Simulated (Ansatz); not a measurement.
**SbAs: equation of state with PBE**

SbAs:

```
Sb As
1.0
     2.03271    1.17359    3.71659
    -2.03271    1.17359    3.71659
     0.00000   -2.34718    3.71659
Sb As
1 1
Direct
  0.77090 0.77090 0.77090
  0.22910 0.22910 0.22910
```

The cell is a database's computed one.

```
Program             : Ansatz 0.2.0
Task                : equation of state
Functional          : PBE
Potentials or basis : Ansatz PAW
Cutoff              : 420 eV
Density cutoff      : 1680 eV
k mesh              : 8 × 8 × 8
Occupations         : fermi-dirac, width 0.05 eV
Spin                : no spin polarisation
```

```
Equilibrium volume                        : 27.10 Å³/atom
Bulk modulus at fixed shape and positions : 59 GPa
Pressure derivative of the bulk modulus   : 4.3
```

Energy against volume, from the lowest point:
```tsv
volume (Å³/atom)	energy (meV/atom)
25.003	34.19
25.535	18.36
26.067	7.71
26.599	1.75
27.131	0.00
27.663	2.06
28.194	7.54
```

All runs of the series together: 36 s on 2 threads of Arm Neoverse V1, with other jobs on the host.

Caveat: the cell was scaled at fixed shape and fractional positions, which overstates the stiffness of a crystal with free parameters, most of all of layers and chains. The run has no spin-orbit coupling, so splittings on Sb are missing.
